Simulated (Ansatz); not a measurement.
# NiMoIrPdW (I4mm) in Ansatz: band structure with RPBE

Aim: the band structure of NiMoIrPdW with RPBE.

Program: Ansatz 0.2.0. These are calculated values, not measurements. Logs are shortened: lines on timing, memory, paths and dates and some standing lists are left out, and cuts for length are marked.

## Step 1: The crystal as given

It takes space group I4mm (No. 107, tetragonal). Conventional cell: a = 2.740 Å, b = 2.740 Å, c = 19.433 Å, α = 90.00°, β = 90.00°, γ = 90.00°. Ni (site symmetry 4mm) has 4 Mo at 2.60 Å and 4 Pd at 2.67 Å and 4 Ni at 2.74 Å as nearest neighbours. Around Mo (site symmetry 4mm) lie 4 Ni at 2.60 Å and 4 Mo at 2.74 Å and 4 W at 2.94 Å. Around Pd (site symmetry 4mm) lie 4 Ni at 2.67 Å and 4 Pd at 2.74 Å and 4 Ir at 2.83 Å. Ir (site symmetry 4mm) is surrounded by 4 W at 2.69 Å and 4 Ir at 2.74 Å and 4 Pd at 2.83 Å. W (site symmetry 4mm) is surrounded by 4 Ir at 2.69 Å and 4 W at 2.74 Å and 4 Mo at 2.94 Å.

The cell was built by a generator and needn't be a form met in nature.

## Step 2: Band structure, RPBE, collinear spin, ferromagnetic start

Contents of input.yaml:

```yaml
crystal:
  lattice:
    - [-1.37004, 1.37004, 9.71647]
    - [1.37004, -1.37004, 9.71647]
    - [1.37004, 1.37004, -9.71647]
  atoms:
    - { symbol: Ni, position: [0.19862, 0.19862, 0.0], spin: 1.0 }
    - { symbol: Mo, position: [0.60922, 0.60922, 0.0], spin: 1.0 }
    - { symbol: Pd, position: [0.7931, 0.7931, 0.0] }
    - { symbol: Ir, position: [0.39944, 0.39944, 0.0], spin: 0.6 }
    - { symbol: W, position: [0.99565, 0.99565, 0.0] }
hamiltonian:
  xc: rpbe
  pseudopotentials: { kind: paw }
magnetization:
  spin_polarized: true
kpoints:
  mp_grid: { grid: [13, 13, 13] }
  band_path:
    path:
      - [[0.0, 0.0, 0.0], [-0.5, 0.5, 0.0], [-0.5, 0.5, -0.0099407573], [-0.2549703786, 0.2549703786, -0.2549703786], [0.0, 0.0, 0.0], [0.5, 0.5, -0.5], [0.2549703786, 0.7450296214, -0.7450296214], [0.0, 0.5, -0.5], [-0.25, 0.75, -0.25], [0.0099407573, 0.9900592427, -0.5], [0.5, 0.5, -0.5]]
      - [[-0.5, 0.5, 0.0], [-0.25, 0.75, -0.25]]
    npoints: 14
scf:
  occupations: { method: fermi_dirac, width: 0.05 }
  n_extra_bands: 12
output:
  forces: true
  stress: true
  eigenvalues: true
  fatbands: false
  write_density: true
  write_potential: true
  elf: true
  volumetric_format: npy
```

Potentials or basis: Ansatz PAW.

Started as:

```console
$ ansatz run input.yaml --threads 8 --pin off --max-ram 20480MiB --backend cpu --events-out ev --progress --plain --runs-dir out
```

Output:

```text
Warning: RAYON_NUM_THREADS=8 ignored (pool sized by the plan → 8); use --threads N
basis.fft_grid_basis auto: the FFT boxes are laid along the combinations [[1, -1, 0], [0, 1, 0], [1, 0, 1]] of the cell's own vectors, 3.875, 9.908 and 2.740 Å long. The dense box has 27×72×20 points. Along the cell's own vectors, as sized, it would have 72×72×72, 9.60 times as many. Of the 8 symmetry operations that the crystal satisfies within crystal.symmetry.tolerance (time reversal apart; of a slab, those that keep its plane) the dense box along the cell's own vectors carries 8, and the one as laid loses 7 of those. basis.fft_grid_basis: typed keeps the cell's own vectors: state it where this run's energies or levels are differenced outside the engine with another run's, or held beside a run that keeps those vectors. Those combinations have planes normal to reciprocal vector 3, as the cell's own vectors have. Each planar average written beside output.write_density, output.write_potential has a row for each plane of the box: 20. The volumetric files lie along those combinations, not along the cell's own vectors: a cube or XSF file states them, and fields.json those of NumPy files.
scf.n_extra_bands = 12 over 41 filled bands (N_el = 81.0): the run solves 53 bands
Engine: ansatz 0.2.0, aarch64-unknown-linux-gnu
Pseudopotentials: kind: paw
Pseudopotential: Ni, paw, valence charge 18, recommended cutoff 420 eV (normal), Ni.paw.azcp
Pseudopotential: Mo, paw, valence charge 14, recommended cutoff 420 eV (normal), Mo.paw.azcp
Pseudopotential: Pd, paw, valence charge 18, recommended cutoff 420 eV (normal), Pd.paw.azcp
Pseudopotential: Ir, paw, valence charge 17, recommended cutoff 420 eV (normal), Ir.paw.azcp
Pseudopotential: W, paw, valence charge 14, recommended cutoff 420 eV (normal), W.paw.azcp
Functional definition: RPBE
  parameter kappa = 0.804
  parameter beta = 0.06672455060314922
  exchange = rpbe_x(kappa = kappa, mu = beta*pi^2/3)
  correlation = pbe_c(beta = beta)
Crystal: 5 atoms, lattice volume = 72.952 Å³
Basis set: ecut = 420 eV, 1445 PW (Γ), FFT grids on a1−a2, a2, a1+a3, exchange–correlation on 54×144×40 points (8 copies of the dense FFT grid, shifted against one another)
Bands: 53, of which v1, the nominal top of the filled ones, is band 41 counted from 1 (40 counted from 0)
Symmetry: 8 space group operations
Space group: I4mm (ITA 107), of the structure as read, at distance tolerance 4.2e-5 Å
Magnetic group: BNS 107.227 (UNI 887), of the structure as read, at distance tolerance 4.2e-5 Å
k-points: 196 of 2197 (time reversal used)
Non-local potential: Ni, projectors of the file, l = 0: 3, l = 1: 2, l = 2: 3, l = 3: 1
Non-local potential: Mo, projectors of the file, l = 0: 3, l = 1: 2, l = 2: 2, l = 3: 1
Non-local potential: Pd, projectors of the file, l = 0: 2, l = 1: 2, l = 2: 2, l = 3: 1
[... 43 lines left out ...]
Spin contamination: 0.0000 ħ² per cell (⟨S²⟩ above its minimum at these occupations)
Per-site moments (μB) at R_I (Å): [(-4.234403010739287e-6, 1.0734711006944662), (-7.96630063490468e-8, 1.0734711006944662), (-1.7313093690497222e-6, 1.1010740007565465), (-5.928733191649632e-7, 1.1106584323191588), (1.437188697800937e-6, 1.1106584323191588)]
Free energy (F): -40134.742167 eV
Harris-Foulkes:  -40134.742167 eV  (|F-HF|=4.95e-8)
Internal energy: -40134.708365 eV  (E = F + TS)
E sigma→0 (E₀):  -40134.725266 eV
Entropy (-TS):   -0.033802 eV (-6.760 meV/atom)
Fermi energy:    20.985180 eV
--- Per-component energies (eV) ---
  E_band       = -658.691566
  E_kinetic    = 2309.310220
  E_local      = -8865.786878  (includes V_loc(G=0)·N_el)
  E_nonlocal   = 1065.733991
  E_hartree    = 3637.111123
  E_xc         = -972.694282
  E_vxc        = -1088.266019  (∫ρ·V_xc dr)
  E_paw        = -26413.242180  (= ΣΔE_a)
  E_vpaw       = -1353.893216  (= ΣTr[D̂ρ^β])
  E_aug_tail   = 0.000842  (compensation charges beyond the density's cutoff)
  E_ewald      = -10894.847837
  E_core_change = -0.293366  (= ΣΔE_core)
  E_smearing   = -0.033802  (= −TS)
  E_closure    = -0.000000  (closes the sum)
  Σ components = -40134.742167   (vs F -40134.742167, Δ=0.00e0)
--- Forces (eV/Å), atoms counted from 1 ---
  atom   1  Ni    -0.00000000    -0.00000000    -0.02202533
  atom   2  Mo    -0.00000000     0.00000000    -0.05610964
  atom   3  Pd     0.00000000    -0.00000000     0.01772440
  atom   4  Ir    -0.00000000    -0.00000000    -0.00875409
  atom   5  W      0.00000000    -0.00000000     0.06925345
  max |Σ_I F_I| component: 8.88e-5 eV/Å
--- Stress (GPa, compression-positive) ---
        4.061049       0.000000       0.000000
        0.000000       4.061049       0.000000
        0.000000      -0.000000       4.173323
  P = ⅓ Tr σ = 4.0985 GPa (40.985 kbar)
--- Band table (eV; the first three rows and the last of 392) ---
  k-point 0 ↑: bands = ["-82.1803", "-71.1585", "-63.3648", "-52.9132", "-42.5338", "-42.4637", "-42.4637", "-39.9467", "-29.1221", "-28.9653", "-28.9653", "-28.0745", "-27.8807", "-27.8807", "-17.2405", "-16.7189", "-16.7189", "-14.0266", "-13.5238", "-13.5238", "11.9915", "14.2430", "14.4259", "15.2337", "15.3289", "16.3304", "16.5266", "17.3272", "18.2031", "18.4691", "18.4691", "18.9028", "19.3438", "19.4882", "19.4882", "19.8543", "19.9707", "20.0896", "20.0896", "20.3394", "21.1373", "21.2304", "22.1419", "22.2633", "22.2633", "23.0102", "24.0905", "24.4603", "24.4603", "25.3185", "33.9605", "34.5029", "34.5029"]
  k-point 1 ↑: bands = ["-82.1800", "-71.1563", "-63.3626", "-52.9064", "-42.5331", "-42.4659", "-42.4657", "-39.9345", "-29.1191", "-28.9782", "-28.9771", "-28.0705", "-27.9017", "-27.9006", "-17.2282", "-16.7711", "-16.7658", "-14.0146", "-13.5766", "-13.5720", "12.3284", "14.5120", "14.6813", "15.4468", "15.5597", "16.5211", "16.6739", "17.4951", "18.0809", "18.5222", "18.5368", "18.6179", "19.3111", "19.4198", "19.6266", "19.6267", "19.8976", "20.0464", "20.2079", "20.4192", "20.5738", "20.9848", "21.7094", "21.9744", "22.1638", "23.7210", "24.0715", "24.3860", "25.0336", "25.5356", "33.3270", "33.6839", "33.7004"]
  k-point 2 ↑: bands = ["-82.1790", "-71.1501", "-63.3564", "-52.8875", "-42.5315", "-42.4720", "-42.4714", "-39.9008", "-29.1108", "-29.0130", "-29.0100", "-28.0597", "-27.9586", "-27.9555", "-17.1948", "-16.9101", "-16.8943", "-13.9821", "-13.7177", "-13.7037", "13.2667", "15.1813", "15.4174", "16.0529", "16.1163", "17.0312", "17.0391", "17.6828", "17.9658", "18.1718", "18.5934", "18.6666", "19.0827", "19.1010", "19.2500", "19.3359", "19.7656", "19.9818", "20.0640", "20.2007", "20.3321", "20.6380", "21.7631", "22.0049", "22.4776", "23.0949", "23.8378", "24.1871", "26.0083", "27.1439", "32.1039", "32.1421", "32.7568"]
  k-point 195 ↓: bands = ["-82.1801", "-71.1574", "-63.3637", "-52.9098", "-42.5335", "-42.4660", "-42.4635", "-39.9406", "-29.1206", "-28.9788", "-28.9641", "-28.0725", "-27.9030", "-27.8789", "-17.2344", "-16.7731", "-16.7143", "-14.0206", "-13.5792", "-13.5191", "12.2691", "13.7541", "14.7439", "15.3400", "15.9594", "16.4583", "16.7143", "17.2137", "18.3056", "18.4923", "18.5127", "18.7169", "19.3021", "19.3375", "19.3702", "19.7090", "19.8634", "20.1378", "20.3760", "20.5075", "20.6786", "21.0596", "21.1960", "22.1742", "22.4230", "23.4706", "23.8800", "24.6547", "25.1165", "25.7323", "32.0047", "32.9844", "33.7592"]
```

bands.tsv:

```text
[... 178 lines left out ...]
```

rho_z.tsv:

```text
# z_ang	rho[e/angstrom^3]	rho_spin[e/angstrom^3]
# format = ansatz-planar-average/11
# lattice	-1.370040000	1.370040000	9.716470000
# lattice	1.370040000	-1.370040000	9.716470000
# lattice	1.370040000	1.370040000	-9.716470000
# sites	5
# site	28	0.000000000	0.000000000	3.859770543
# site	42	0.000000000	0.000000000	11.838935707
# site	46	0.000000000	0.000000000	15.412264714
# site	77	0.000000000	0.000000000	7.762293554
# site	74	0.000000000	0.000000000	19.348406711
0.000000	2.068231e0	-2.734370e-7
0.495388	1.997509e0	-2.647306e-7
0.990777	1.807327e0	-2.347892e-7
1.486165	1.547435e0	-1.810588e-7
1.981553	1.266665e0	-1.131022e-7
2.476941	9.999637e-1	-4.714134e-8
[... 12 lines left out ...]
8.916989	1.807327e0	-2.347892e-7
9.412377	1.997509e0	-2.647306e-7
```

Wall time 1.9 min (8 threads of Arm Neoverse N1, shared host); peak memory 1.4 GiB.

What came out:

```yaml
Free_energy: -40134.7422 eV
Pressure: 4.1 GPa
Largest_force: 0.069 eV/Å
Band_gap_on_the_k_mesh: none (metal or under the smearing width)
Net_moment: 0.00 μB per cell
Absolute_moment: 0.00 μB per cell
```

Forces on the atoms (eV/Å):
```
Ni   0.000  0.000 -0.022
Mo   0.000  0.000 -0.056
Pd   0.000  0.000  0.018
Ir   0.000  0.000 -0.009
W    0.000  0.000  0.069
```

Stress tensor (GPa, compression positive):
```
4.06 0.00 0.00
0.00 4.06 0.00
0.00 0.00 4.17
```

Levels at the corners of the path, in eV from the Fermi level:
Spin up:
```tsv
point	band 37	band 38	band 39	band 40	band 41	band 42	band 43	band 44
Γ	-1.01	-0.90	-0.90	-0.65	0.15	0.25	1.16	1.28
X	0.11	0.16	0.29	1.93	1.94	2.38	2.78	2.89
Y	0.11	0.14	0.30	1.85	2.00	2.38	2.78	2.91
S	-1.40	-1.06	-0.76	-0.51	0.13	0.71	0.83	1.35
Γ	-1.01	-0.90	-0.90	-0.65	0.15	0.25	1.16	1.28
Z	-1.13	-0.69	-0.69	-0.65	-0.04	0.25	0.32	1.11
S1	-1.40	-1.06	-0.76	-0.51	0.13	0.71	0.83	1.35
N	-1.17	-1.08	-0.86	-0.76	0.38	0.64	0.83	1.24
P	0.11	0.15	1.08	1.08	1.94	2.38	2.78	3.82
Y1	0.11	0.14	0.30	1.85	2.00	2.38	2.78	2.91
Z	-1.13	-0.69	-0.69	-0.65	-0.04	0.25	0.32	1.11
X	0.11	0.16	0.29	1.93	1.94	2.38	2.78	2.89
P	0.11	0.15	1.08	1.08	1.94	2.38	2.78	3.82
```
Spin down:
```tsv
point	band 38	band 39	band 40	band 41	band 42	band 43
Γ	-0.90	-0.90	-0.65	0.15	0.25	1.16
X	0.16	0.29	1.93	1.94	2.38	2.78
Y	0.14	0.30	1.85	2.00	2.38	2.78
S	-1.06	-0.76	-0.51	0.13	0.71	0.83
Γ	-0.90	-0.90	-0.65	0.15	0.25	1.16
Z	-0.69	-0.69	-0.65	-0.04	0.25	0.32
S1	-1.06	-0.76	-0.51	0.13	0.71	0.83
N	-1.08	-0.86	-0.76	0.38	0.64	0.83
P	0.15	1.08	1.08	1.94	2.38	2.78
Y1	0.14	0.30	1.85	2.00	2.38	2.78
Z	-0.69	-0.69	-0.65	-0.04	0.25	0.32
X	0.16	0.29	1.93	1.94	2.38	2.78
P	0.15	1.08	1.08	1.94	2.38	2.78
```

Caveat: spin-orbit coupling is left out, which moves the levels of the heavy elements; the PAW data sets come from PBE, with cores solved anew for the run's functional, which leaves a small shift of forces and pressure; the starting moments weren't kept.
